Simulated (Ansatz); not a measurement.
# NiMoIrPdW (P3m1) in Ansatz: relaxation of cell and atoms with PBE+D3(BJ)-ATM

Aim: the relaxation of cell and atoms of NiMoIrPdW with PBE+D3(BJ)-ATM.

Everything below comes from runs of Ansatz 0.2.0. Logs are shortened: lines on timing, memory, paths and dates and some standing lists are left out, and cuts for length are marked.

## (1) The crystal as given

It takes space group P3m1 (No. 156, trigonal). Conventional cell: a = 4.147 Å, b = 4.147 Å, c = 5.416 Å, α = 90.00°, β = 90.00°, γ = 120.00°. Around Ni (site symmetry 3m) lie 3 W at 2.40 Å and 3 Ir at 2.71 Å. Mo (site symmetry 3m) has 1 W at 2.49 Å and 3 Ir at 2.64 Å and 3 Pd at 2.85 Å as nearest neighbours. Pd (site symmetry 3m) is surrounded by 2 Ir at 2.65 to 2.76 Å and 3 W at 2.76 Å and 3 Ni at 2.82 Å and 3 Mo at 2.85 Å. Ir (site symmetry 3m) is surrounded by 3 Mo at 2.64 Å and 2 Pd at 2.65 to 2.76 Å and 3 Ni at 2.71 Å and 3 W at 2.77 Å. Around W (site symmetry 3m) lie 3 Ni at 2.40 Å and 1 Mo at 2.49 Å.

The cell was built by a generator and needn't be a form met in nature.

## (2) Relaxation of cell and atoms, PBE+D3(BJ)-ATM, collinear spin, ferromagnetic start

File input.yaml:

```yaml
crystal:
  lattice:
    - [4.1467, 0.0, 0.0]
    - [-2.07335, 3.59115, 0.0]
    - [0.0, 0.0, 5.41629]
  atoms:
    - { symbol: Ni, position: [0.0, 0.0, 0.02221], spin: 1.0 }
    - { symbol: Mo, position: [0.66667, 0.33333, 0.45996], spin: 1.0 }
    - { symbol: Pd, position: [0.33333, 0.66667, 0.74601] }
    - { symbol: Ir, position: [0.33333, 0.66667, 0.25641], spin: 0.6 }
    - { symbol: W, position: [0.66667, 0.33333, 0.99985] }
hamiltonian:
  xc: pbe
  pseudopotentials: { kind: paw }
  dispersion: d3bjatm
magnetization:
  spin_polarized: true
kpoints:
  mp_grid: { grid: [5, 5, 4] }
scf:
  occupations: { method: fermi_dirac, width: 0.05 }
output:
  forces: true
  stress: true
  eigenvalues: true
  write_density: true
  write_potential: true
  elf: true
  volumetric_format: npy
relax:
  f_tol: 0.01
  max_steps: 40
  cell: { stress_tol: 0.05 }
```

Potentials or basis: Ansatz PAW.

Run with:

```bash
$ ansatz run input.yaml --threads 8 --pin off --max-ram 20480MiB --backend cpu --events-out ev --progress --plain --runs-dir out
```

Standard output:

```text
Warning: the atoms were moved onto the symmetric positions of the space group found under crystal.symmetry.tolerance 1.0e-5 (fractional; no operation is sought that the atoms, as they stand in a round, miss by more than twice it, and no atom is moved by as much as it), and the run uses the moved positions. Before a round's move an operation carried an atom to 4.15e-5 Å from where it should land, the largest such distance. Atom 1 (counting from 0) moved farthest, by 2.39e-5 Å; the longest move in fractions of the cell, of whichever atom, is 0.47 of the tolerance, in 1 round. To run the atoms as typed, lower crystal.symmetry.tolerance until the operations that they miss are no longer found, or set crystal.symmetry.detect: false (a key that needs symmetry detection or time reversal refuses this as the deck is read). The positions used, in the order of the run's atom list: position: [0.0, 0.0, 0.02221]; position: [0.6666666666666666, 0.3333333333333333, 0.45996]; position: [0.3333333333333333, 0.6666666666666666, 0.74601]; position: [0.3333333333333333, 0.6666666666666666, 0.25641]; position: [0.6666666666666666, 0.3333333333333333, 0.99985]; The lattice was moved too: crystal.lattice keeps the space group found at crystal.symmetry.tolerance 1.0e-5 only nearly: the operation that it misses by the most changes a squared length by the fraction 1.19e-6. The run uses the lattice that is a stretch of the typed one, with no rotation, onto the one that keeps every operation to a double's rounding (on a very oblique basis the stretch itself rounds by more); the deck's lattice vector that moved farthest moved by 1.42e-6 Å. To run the lattice as typed, set crystal.symmetry.tolerance under 1.18e-6, the least fraction by which an operation that the lattice misses changes a squared length (the same key also sets how far an atom may lie from its image, so lowering it can lose operations that the atoms keep only within it), or set crystal.symmetry.detect: false, as for the atoms. crystal.lattice made exact, in Å and degrees: [[4.146701419200567, 0.0, 0.0], [-2.0733507096002834, 3.5911487709366763, 0.0], [0.0, 0.0, 5.41629]]. Pasted over the deck's crystal.lattice, beside positions in fractional coordinates, it runs the same cell (given as lengths and angles, that cell in the form's own orientation, a rigid turn of the misfit's size from the one run here, for which a checkpoint.post_process_only pass over this run's state can be refused: where this run relaxes nothing, give such a pass this deck's own crystal.lattice, as typed; behind a relaxation, as crystal.lattice, the state's own cell, identity.cell in its checkpoint.json), and a matrix so pasted ends this notice, except on a very skew basis of the lattice, where the rounding of the pasted numbers themselves can read as a misfit: the cell is then moved again, and that move is told again. The lattice as run is in this notice's lattice.as_run_ang field (Run.prep()["deck_notices"] in Python, the deck_notice line of an events file, deck_notices of ansatz run --dry-run=json, or deck_notices in record.json in the deck's checkpoint.write directory).
Warning: RAYON_NUM_THREADS=8 ignored (pool sized by the plan → 8); use --threads N
Engine: ansatz 0.2.0, x86_64-unknown-linux-gnu
Pseudopotentials: kind: paw
Pseudopotential: Ni, paw, valence charge 18, recommended cutoff 420 eV (normal), Ni.paw.azcp
Pseudopotential: Mo, paw, valence charge 14, recommended cutoff 420 eV (normal), Mo.paw.azcp
Pseudopotential: Pd, paw, valence charge 18, recommended cutoff 420 eV (normal), Pd.paw.azcp
Pseudopotential: Ir, paw, valence charge 17, recommended cutoff 420 eV (normal), Ir.paw.azcp
Pseudopotential: W, paw, valence charge 14, recommended cutoff 420 eV (normal), W.paw.azcp
Functional definition: PBE
  parameter kappa = 0.804
  parameter beta = 0.06672455060314922
  exchange = pbe_x(kappa = kappa, mu = beta*pi^2/3)
  correlation = pbe_c(beta = beta)
Crystal: 5 atoms, lattice volume = 80.656 Å³
Basis set: ecut = 420 eV, 1573 PW (Γ), exchange–correlation on 60×60×80 points (8 copies of the dense FFT grid, shifted against one another)
Bands: 51, of which v1, the nominal top of the filled ones, is band 41 counted from 1 (40 counted from 0)
Symmetry: 6 space group operations
Space group: P3m1 (ITA 156), of the structure as read, at distance tolerance 4.3e-5 Å
Magnetic group: BNS 156.49 (UNI 1279), of the structure as read, at distance tolerance 4.3e-5 Å
k-points: 17 of 100 (time reversal used)
Non-local potential: Ni, projectors of the file, l = 0: 3, l = 1: 2, l = 2: 3, l = 3: 1
Non-local potential: Mo, projectors of the file, l = 0: 3, l = 1: 2, l = 2: 2, l = 3: 1
Non-local potential: Pd, projectors of the file, l = 0: 2, l = 1: 2, l = 2: 2, l = 3: 1
Non-local potential: Ir, projectors of the file, l = 0: 3, l = 1: 2, l = 2: 2, l = 3: 1
Non-local potential: W, projectors of the file, l = 0: 3, l = 1: 2, l = 2: 2, l = 3: 1
PAW form: soft (Blöchl's): semilocal exchange-correlation on the pseudo side does not see the compensation charge
PAW one-centre angular grid: Ni, 590 points (default); XC on 64 Gauss nodes
PAW one-centre angular grid: Mo, 590 points (default); XC on 64 Gauss nodes
PAW one-centre angular grid: Pd, 590 points (default); XC on 64 Gauss nodes
PAW one-centre angular grid: Ir, 590 points (default); XC on 64 Gauss nodes
PAW one-centre angular grid: W, 590 points (default); XC on 64 Gauss nodes
Initial density: superposition of atomic densities (chi_scale 0.1, normalization cell)
Starting moments: Σ|m| = 2.6 μB on 3 of 5 sites
Initial wavefunctions: pseudopotential atomic-orbital guess
Functional: x = pbe(κ = 0.804, μ = 0.2195149727645171), c = pbe(β = 0.06672455060314922)
SCF iter   1: F=—  HF=-40095.454189 eV  |F-HF|=—  |Δ(HF+E_count)|=         —  Δρ=1.24e-1 (↑1.24e-1 ↓1.19e-1)  dr2=9.16e1  dr2_m=3.43e-1  M=1.046 μB ∫|m|=1.563 μB  β_m=0.30  ethr=3.10e-3  ⟨swp⟩=6.4  Hψ=6008  notcnv=0
[... 158 lines left out ...]
SCF converged after 11 iterations
Magnetization: -0.0000 μB (40.5000 up, 40.5000 down)
Absolute magnetization: 0.0000 μB (∫|ρ↑−ρ↓|, with the PAW one-centre terms)
Spin contamination: 0.0000 ħ² per cell (⟨S²⟩ above its minimum at these occupations)
Per-site moments (μB) at R_I (Å): [(1.980303671917651e-10, 0.9810585687533382), (7.726948916351952e-11, 1.0269652114826484), (9.984787972584546e-11, 1.0834213096019318), (7.42696760027551e-12, 1.0808105661472602), (-1.73567395310058e-10, 0.9810585687533382)]
Free energy (F): -40090.464669 eV
Harris-Foulkes:  -40090.464669 eV  (|F-HF|=2.91e-11)
Internal energy: -40090.449852 eV  (E = F + TS)
E sigma→0 (E₀):  -40090.457261 eV
Entropy (-TS):   -0.014817 eV (-2.963 meV/atom)
Fermi energy:    19.170663 eV
--- Per-component energies (eV) ---
  E_band       = -832.245673
  E_kinetic    = 2309.374365
  E_local      = -9484.691207  (includes V_loc(G=0)·N_el)
  E_nonlocal   = 1068.747872
  E_hartree    = 3859.221250
  E_xc         = -971.650624
  E_vxc        = -1088.577213  (∫ρ·V_xc dr)
  E_paw        = -26366.882631  (= ΣΔE_a)
  E_vpaw       = -1355.542340  (= ΣTr[D̂ρ^β])
  E_aug_tail   = 0.000750  (compensation charges beyond the density's cutoff)
  E_ewald      = -10501.939431
  E_disp       = -2.630198  (pairwise vdW)
  E_smearing   = -0.014817  (= −TS)
  E_closure    = 0.000000  (closes the sum)
  Σ components = -40090.464669   (vs F -40090.464669, Δ=0.00e0)
--- Forces (eV/Å), atoms counted from 1 ---
  atom   1  Ni    -0.00000000     0.00000000    -0.00002694
  atom   2  Mo     0.00000000    -0.00000000     0.00039666
  atom   3  Pd    -0.00000000     0.00000000    -0.00058780
  atom   4  Ir    -0.00000000     0.00000000    -0.00020888
  atom   5  W      0.00000000     0.00000000     0.00042601
  max |Σ_I F_I| component: 9.53e-7 eV/Å
--- Stress (GPa, compression-positive) ---
        0.012917       0.000000      -0.000000
       -0.000000       0.012917       0.000000
       -0.000000       0.000000       0.000266
  P = ⅓ Tr σ = 0.0087 GPa (0.087 kbar)
--- Band table (eV; the first three rows and the last of 34) ---
  k-point 0 ↑: bands = ["-84.2175", "-73.1200", "-65.9051", "-54.9451", "-44.7421", "-44.7421", "-44.3899", "-41.8367", "-31.6443", "-31.6111", "-31.6111", "-30.0193", "-30.0193", "-29.9538", "-19.3441", "-19.2322", "-19.2322", "-15.9531", "-15.9531", "-15.7557", "10.6109", "13.4824", "13.8171", "13.8171", "14.0482", "14.0482", "15.3645", "15.4651", "15.4651", "15.7513", "16.8312", "16.8312", "16.9050", "17.0535", "17.0535", "17.4946", "17.4946", "17.7500", "17.7500", "18.4272", "20.0484", "20.0484", "21.2643", "21.2643", "21.6518", "22.0676", "22.0676", "25.8213", "27.0841", "27.4245", "27.4245"]
  k-point 1 ↑: bands = ["-84.2175", "-73.1200", "-65.9051", "-54.9451", "-44.7421", "-44.7421", "-44.3899", "-41.8370", "-31.6360", "-31.6110", "-31.6110", "-30.0194", "-30.0194", "-29.9638", "-19.3125", "-19.2319", "-19.2319", "-15.9538", "-15.9538", "-15.8032", "10.9463", "13.9238", "13.9950", "13.9950", "14.2787", "14.2787", "14.4425", "15.2644", "15.2644", "15.9283", "16.0260", "16.0260", "17.1307", "17.1307", "17.3881", "17.7165", "17.7165", "18.2064", "18.2417", "18.2417", "19.9911", "19.9911", "21.0471", "21.0471", "21.1798", "21.7294", "21.7294", "25.2890", "27.2324", "28.1721", "28.1721"]
  k-point 2 ↑: bands = ["-84.2175", "-73.1200", "-65.9051", "-54.9451", "-44.7421", "-44.7421", "-44.3899", "-41.8373", "-31.6277", "-31.6109", "-31.6109", "-30.0195", "-30.0195", "-29.9739", "-19.2801", "-19.2315", "-19.2315", "-15.9545", "-15.9545", "-15.8516", "11.4135", "13.6053", "14.3563", "14.3563", "14.5051", "14.5051", "14.9025", "15.1870", "15.1870", "15.2248", "15.2248", "15.3010", "17.1394", "17.1394", "17.7622", "17.7828", "17.7828", "18.7131", "18.7131", "18.8581", "19.6407", "19.8991", "19.8991", "20.7806", "20.7806", "21.4630", "21.4630", "25.9250", "27.2283", "28.1524", "28.6018"]
  k-point 16 ↓: bands = ["-84.2175", "-73.1199", "-65.9050", "-54.9463", "-44.7425", "-44.7391", "-44.3899", "-41.8376", "-31.6285", "-31.6126", "-31.6117", "-30.0234", "-30.0179", "-29.9771", "-19.2757", "-19.2442", "-19.2326", "-15.9667", "-15.9578", "-15.8450", "13.6813", "13.8330", "14.2192", "14.6932", "15.0001", "15.2221", "15.3185", "15.4352", "15.5470", "15.7347", "15.8062", "15.9136", "16.6841", "16.7979", "17.0055", "17.1202", "17.1424", "17.4765", "18.1322", "18.9257", "18.9992", "19.7139", "20.0842", "20.2262", "20.9237", "21.3038", "21.4163", "21.8860", "22.7597", "23.7046", "25.2635"]
--- Relaxed structure (7 steps of the walk, 6 accepted, 1 SCFs on fresh bases) ---
  F+E_penalty+E_count = -40090.46466905 eV   max|allowed force component| = 5.876e-4 eV/Å   (the final SCF, on the basis selected at the relaxed cell)
  cell:  # Å, volume = 78.9979 Å³
    - [4.115989933572089, 1.4825751593087503e-33, -7.068260389841726e-18]
    - [-2.0579949667860444, 3.5645518441944537, 1.7670650974604316e-18]
    - [-9.232337753962636e-18, -2.6651463437499363e-18, 5.384387856909974]
  atoms:
    - { symbol: Ni, position: [-7.793867606783568e-19, -2.2268193162238757e-19, 0.018220417111750323] }
    - { symbol: Mo, position: [0.6666666666666666, 0.3333333333333333, 0.46268644876865295] }
    - { symbol: Pd, position: [0.3333333333333333, 0.6666666666666666, 0.745508781533388] }
    - { symbol: Ir, position: [0.3333333333333333, 0.6666666666666666, 0.2577140735992929] }
    - { symbol: W, position: [0.6666666666666666, 0.3333333333333333, 1.000310278986916] }
```

Wall time 9.8 s (8 threads of AMD EPYC 9R45 (Zen 5), shared host); peak memory 0.73 GiB.

Results:

```yaml
Free_energy: -40090.4647 eV
Relaxed_volume: 15.80 Å³/atom
Relaxed_cell: a = 4.116 Å, b = 4.116 Å, c = 5.384 Å, α = 90.00°, β = 90.00°, γ = 120.00°
Space_group_after_relaxing_to_0.05_Å: P3m1 (No. 156)
Energy_gained_by_relaxing: 4.7 meV/atom
Ionic_steps: 7
Pressure_after_relaxing: 0.0 GPa
Band_gap_on_the_k_mesh: none (metal or under the smearing width)
Net_moment: 0.00 μB per cell
Absolute_moment: 0.00 μB per cell
```

The path:
```
step  energy change (eV)  largest force (eV/Å)  volume (Å³)
   1              0.0000                0.1387        80.66
   2             -0.0237                0.0275        79.11
   3             -0.0239                0.0214        79.01
   4             -0.0241                0.0104        78.99
   5             -0.0241                0.0343        78.99
   6             -0.0241                0.0006        79.00
   7             -0.0234                0.0006        79.00
```

Final structure:
```
Ni Mo Pd Ir W
1.0
     4.11599    0.00000    0.00000
    -2.05799    3.56455    0.00000
     0.00000    0.00000    5.38439
Ni Mo Pd Ir W
1 1 1 1 1
Direct
  0.00000 0.00000 0.01822
  0.66667 0.33333 0.46269
  0.33333 0.66667 0.74551
  0.33333 0.66667 0.25771
  0.66667 0.33333 0.00031
```

Caveat: the plane-wave basis is chosen anew once the cell has moved, so the energies of steps on either side of that aren't comparable; pairwise dispersion overbinds metals, which lowers pressure and volume; the starting moments weren't kept. Spin-orbit coupling is left out, which matters for the levels of Ir, W.
